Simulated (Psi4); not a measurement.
**UDSD-PBEP86/def2-SVPD (core potential, density fitting for correlation) run of CH2NSn (SMILES N#[C][SnH2])**

What is the vertical electron affinity of CH2NSn at UDSD-PBEP86/def2-SVPD (core potential, density fitting for correlation)? 

Program for the calculation: Psi4 1.11.

4 further runs of the same task are left out: 2 that didn't finish, 2 set aside as unsound or not needed.

## 1. Starting point

CH2NSn: 5 atoms, total charge 0, spin state doublet. SMILES: `N#[C][SnH2]`. The coordinates come from a PBE0-D4/def2-TZVP relaxation.

Bond lengths: N1–C2 1.154 Å, C2–Sn3 2.115 Å, Sn3–H4 1.710 Å, Sn3–H5 1.710 Å. Angles: N1–C2–Sn3 175.8°, C2–Sn3–H4 105.7°, C2–Sn3–H5 105.7°, H4–Sn3–H5 113.6°.

## 2. The energy at UDSD-PBEP86/def2-SVPD (core potential, density fitting for correlation)

The input, job.json:

```json
{
 "schema_name": "qcschema_input",
 "schema_version": 1,
 "molecule": {
  "schema_name": "qcschema_molecule",
  "schema_version": 2,
  "symbols": ["N", "C", "Sn", "H", "H"],
  "geometry": [1.57565364, -2.90205241, 3.14752783, 0.95620142, -1.6091018, 1.504222, 0.01814137, 0.62568832, -1.67486426, -3.11521352, 0.07218754, -2.23743573, 0.65951442, 3.67438348, -0.81749552],
  "molecular_charge": 0,
  "molecular_multiplicity": 2,
  "fix_symmetry": "c1",
  "fix_com": true,
  "fix_orientation": true
 },
 "driver": "energy",
 "model": {
  "method": "dsd-pbep86",
  "basis": "def2-SVPD"
 },
 "keywords": {
  "reference": "uks",
  "puream": true,
  "e_convergence": 1e-09,
  "d_convergence": 1e-08,
  "scf_type": "pk",
  "dft_radial_points": 99,
  "dft_spherical_points": 590,
  "num_frozen_docc": 6,
  "maxiter": 200
 }
}
```

Run with:

```bash
$ psi4 --qcschema job.json -n 1 --memory 1600MB
```

stdout:

```text
[...]
    !!!  WARNING: ECP capability is in beta. Please check occupations closely.  !!!
[...]
  Running in c1 symmetry.
[...]
  Nuclear repulsion =   94.907877874130975
[...]
  Multiplicity = 2
[...]
  Nalpha       = 19
  Nbeta        = 18
[...]
    Number of basis functions: 88
[...]
   @UKS iter   1:  -307.28352079114200   -1.73473e+00   4.15614e-03 ADIIS/DIIS
[...]
   @UKS iter  18:  -307.36406327373447   -1.36424e-12   7.16663e-09 DIIS
[...]
   @S^2 Observed:                7.561885840E-01
[...]
    Orbital Energies [Eh]
    ---------------------
    Alpha Occupied:
       1A    -15.144371     2A    -10.892163     3A     -5.645832
       4A     -3.890407     5A     -3.887156     6A     -3.883914
       7A     -1.269798     8A     -1.265402     9A     -1.265258
      10A     -1.260871    11A     -1.260827    12A     -1.102938
      13A     -0.695932    14A     -0.541470    15A     -0.471823
      16A     -0.464774    17A     -0.447074    18A     -0.427731
      19A     -0.321357
    Alpha Virtual:
      20A      0.028885    21A      0.034285    22A      0.045422
      23A      0.068557    24A      0.093551    25A      0.094813
[...]
  @UKS Final Energy:  -307.36406327373447
   => Energetics <=
    Nuclear Repulsion Energy =             94.9078778741309748
    One-Electron Energy =                -690.4090022477248567
    Two-Electron Energy =                 297.0588425641147978
    DFT Exchange-Correlation Energy =      -8.9217814642553535
    Empirical Dispersion Energy =           0.0000000000000000
    VV10 Nonlocal Energy =                  0.0000000000000000
    Total Energy =                       -307.3640632737344731
[...]
 Multipole Moments:
 ------------------------------------------------------------------------------------
     Multipole            Electronic (a.u.)      Nuclear  (a.u.)        Total (a.u.)
 ------------------------------------------------------------------------------------
 L = 1.  Multiply by 2.5417464519 to convert [e a0] to [Debye]
 Dipole X            :        -15.0997833           14.7101950           -0.3895882
 Dipole Y            :         13.4256663          -12.4572636            0.9684027
 Dipole Z            :          7.4184463           -8.8439182           -1.4254719
 Magnitude           :                                                    1.7667917
[...]
```

The result, in JSON:

```text
{
 "driver": "energy",
 "model": {
  "method": "dsd-pbep86",
  "basis": "def2-SVPD"
 },
 "success": true,
 "return_result": -307.57555540820476,
 "properties": {
  "calcinfo_nbasis": 88,
  "calcinfo_nmo": 88,
  "calcinfo_nalpha": 19,
  "calcinfo_nbeta": 18,
  "calcinfo_natom": 5,
  "nuclear_repulsion_energy": 94.90787787413097,
  "return_energy": -307.57555540820476,
  "scf_one_electron_energy": -690.4090022477249,
  "scf_two_electron_energy": 297.0588425641148,
  "scf_xc_energy": -8.921781464255353,
  "scf_dipole_moment": [-0.3895882102176209, 0.9684027311923558, -1.42547185029823],
  "scf_total_energy": -307.3640632737345,
  "scf_iterations": 18
 }
}
```

It took 18 s on 1 thread of Intel Xeon 6975P-C (Granite Rapids), shared host; peak memory 0.97 GiB.

## 3. The singlet anion at the same level

The input, ch2nsn.xyz:

```xyz
5
CH2NSn
N      0.833800    -1.535700     1.665600
C      0.506000    -0.851500     0.796000
Sn     0.009600     0.331100    -0.886300
H     -1.648500     0.038200    -1.184000
H      0.349000     1.944400    -0.432600
```

The input, run.py:

```python
import psi4

psi4.set_memory('1600 MB')
psi4.set_num_threads(1)
psi4.set_output_file('output.dat', False)

with open('ch2nsn.xyz') as f:
    atoms = ''.join(f.readlines()[2:])
m = psi4.geometry('-1 1\n' + atoms + 'symmetry c1')

options = {'basis': 'def2-SVPD', 'puream': True, 'e_convergence': 1e-09, 'd_convergence': 1e-08, 'scf_type': 'pk', 'dft_radial_points': 99, 'dft_spherical_points': 590, 'num_frozen_docc': 6}
psi4.set_options(options)

energy_value, wavefunction = psi4.energy("dsd-pbep86", molecule=m, return_wfn=True)
print(f'dsd-pbep86 energy: {energy_value:.10f} Eh')
```

Run with:

```bash
$ python run.py
```

output.dat:

```text
[...]
    !!!  WARNING: ECP capability is in beta. Please check occupations closely.  !!!
[...]
  Running in c1 symmetry.
[...]
  Nuclear repulsion =   94.907877767547262
[...]
  Multiplicity = 1
[...]
  Nalpha       = 19
  Nbeta        = 19
[...]
    Number of basis functions: 88
[...]
   @RKS iter   1:  -307.24105748587510   -1.71472e+00   5.71039e-03 ADIIS/DIIS
[...]
   @RKS iter  12:  -307.42346611850877   -1.92131e-11   8.70570e-09 DIIS
[...]
    Orbital Energies [Eh]
    ---------------------
    Doubly Occupied:
       1A    -14.953744     2A    -10.711025     3A     -5.389597
       4A     -3.634413     5A     -3.631424     6A     -3.627070
       7A     -1.016990     8A     -1.012498     9A     -1.005468
      10A     -1.003979    11A     -1.002101    12A     -0.920319
      13A     -0.470679    14A     -0.345343    15A     -0.275731
      16A     -0.269069    17A     -0.263612    18A     -0.222300
      19A     -0.049497
[...]
  @RKS Final Energy:  -307.42346611850877
   => Energetics <=
    Nuclear Repulsion Energy =             94.9078777675472622
    One-Electron Energy =                -698.7019735781996133
    Two-Electron Energy =                 305.3634574057497844
    DFT Exchange-Correlation Energy =      -8.9928277136061983
    Empirical Dispersion Energy =           0.0000000000000000
    VV10 Nonlocal Energy =                  0.0000000000000000
    Total Energy =                       -307.4234661185087703
[...]
 Multipole Moments:
 ------------------------------------------------------------------------------------
     Multipole            Electronic (a.u.)      Nuclear  (a.u.)        Total (a.u.)
 ------------------------------------------------------------------------------------
 L = 1.  Multiply by 2.5417464519 to convert [e a0] to [Debye]
 Dipole X            :         -6.9364200            6.3960812           -0.5403387
 Dipole Y            :         18.0258392          -17.1723876            0.8534517
 Dipole Z            :        -27.3509400           26.6182836           -0.7326563
 Magnitude           :                                                    1.2478506
[...]
```

The script printed:

```text
dsd-pbep86 energy: -307.6481994605 Eh
```

Run time: 12 s. Hardware: 1 thread of Intel Xeon 6975P-C (Granite Rapids), shared host; peak memory 0.96 GiB.

## 4. Summary of results

At UDSD-PBEP86/def2-SVPD (core potential, density fitting for correlation), 6 core orbitals frozen:

| quantity | value |
| --- | --- |
| doublet CH2NSn: total energy | -307.57556 Eh |
| doublet CH2NSn: HOMO energy (SCF part's orbitals) (highest over α and β) | -8.74 eV |
| doublet CH2NSn: LUMO energy (SCF part's orbitals) (lowest over α and β) | -1.95 eV |
| doublet CH2NSn: ⟨S²⟩ | 0.756 |
| singlet anion: total energy | -307.64820 Eh |
| singlet anion: HOMO energy (SCF part's orbitals) | -1.35 eV |
| singlet anion: LUMO energy (SCF part's orbitals) | 4.92 eV |
| singlet anion: HOMO–LUMO gap (to an unbound level, set by the basis) | 6.27 eV |
| vertical electron affinity (to the singlet anion) | 1.977 eV |

At fixed nuclei the extra electron is bound by 1.98 eV (46 kcal/mol).
